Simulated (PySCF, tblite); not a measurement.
# C4H4ClN2S−: geometry, infrared bands and NMR shifts

What infrared bands and NMR shifts should C4H4ClN2S− (`SCc1c[n-]nc1Cl`) show?

Programs: tblite 0.8.0 and PySCF 2.14.0, with density-fitted response routines of our own. Each step states its level of theory. These are calculated values for one molecule in the gas phase, unless marked as measured. Atoms are numbered from 0 throughout.

**1. Starting geometry**

12 atoms, charge -1, multiplicity 1; geometry from: force field or distance geometry start.

Bonds of the start (Å): S0–C1 1.82, C1–C2 1.49, C2–C3 1.38, C3–N4 1.34, N4–N5 1.33, N5–C6 1.33, C6–Cl7 1.75, C6–C2 1.37, S0–H8 1.40, C1–H9 1.14, C1–H10 1.11, C3–H11 1.07.

**2. Relaxing the molecule with GFN2-xTB**

What the job is given:

```
{"job": {"kind": "relax", "xc": "GFN2-xTB", "basis": "xTB"}, "charge": -1, "multiplicity": 1}
S     -2.354500     0.642700    -0.167300
C     -1.129300    -0.469800     0.598800
C      0.245100    -0.202100     0.100500
C      0.866200    -0.942700    -0.879700
N      2.076800    -0.418000    -1.104100
N      2.188500     0.642800    -0.310600
C      1.097700     0.813500     0.438100
Cl     0.882700     2.089500     1.619600
H     -1.722100     1.589600    -0.987900
H     -1.209600    -0.436800     1.732300
H     -1.409500    -1.497300     0.288300
H      0.469100    -1.812100    -1.353900
```

The run is started by

```console
> OMP_NUM_THREADS=1 python probes_run.py task.json out
```

The driver reads the jobs from task.json and runs them one after another.

**Question.** This job is followed by: GFN2-xTB harmonic vibrations, gas phase; GIAO PBE0/pcSseg-1 NMR shielding, non-relativistic, gas phase. Predict these results of the whole session: strongest single infrared mode (GFN2-xTB); zero-point energy (GFN2-xTB); 13C shifts against TMS (PBE0/pcSseg-1); 1H shifts against TMS (PBE0/pcSseg-1, means over atoms taken as alike); 33S shifts against CS2 (PBE0/pcSseg-1); 15N shifts against NH3 (PBE0/pcSseg-1); 35Cl shifts against HCl (PBE0/pcSseg-1).

As calculated:

| quantity | value |
| --- | --- |
| strongest single infrared mode (GFN2-xTB) | 3076 cm⁻¹, 150 km/mol |
| zero-point energy (GFN2-xTB) | 46.1 kcal/mol |
| 13C shifts against TMS (PBE0/pcSseg-1) | 139.1, 138.7, 110.2, 29.5 ppm |
| 1H shifts against TMS (PBE0/pcSseg-1, means over atoms taken as alike) | 7.16, 3.77, 2.09 ppm |
| 33S shifts against CS2 (PBE0/pcSseg-1) | -51 ppm |
| 15N shifts against NH3 (PBE0/pcSseg-1) | 366.1, 364.5 ppm |
| 35Cl shifts against HCl (PBE0/pcSseg-1) | 110 ppm |

Over 87 steps the energy fell by 0.529 eV; of the close pairs, S0–H8 changed most, 1.404 to 1.327 Å. All 30 modes are real, so the xTB geometry is a minimum. The strongest single mode, at 3076 cm⁻¹, moves mainly H11. Unscaled tight-binding wavenumbers are off by several per cent, some by more. Its intensities can rank the bands wrongly. At PBE0/pcSseg-1: The widest tensor belongs to N4: span 517 ppm, with a paramagnetic part of -429 ppm. NICS(1)zz of -30 ppm above the planar ring from C2 marks a diatropic (aromatic) ring current.
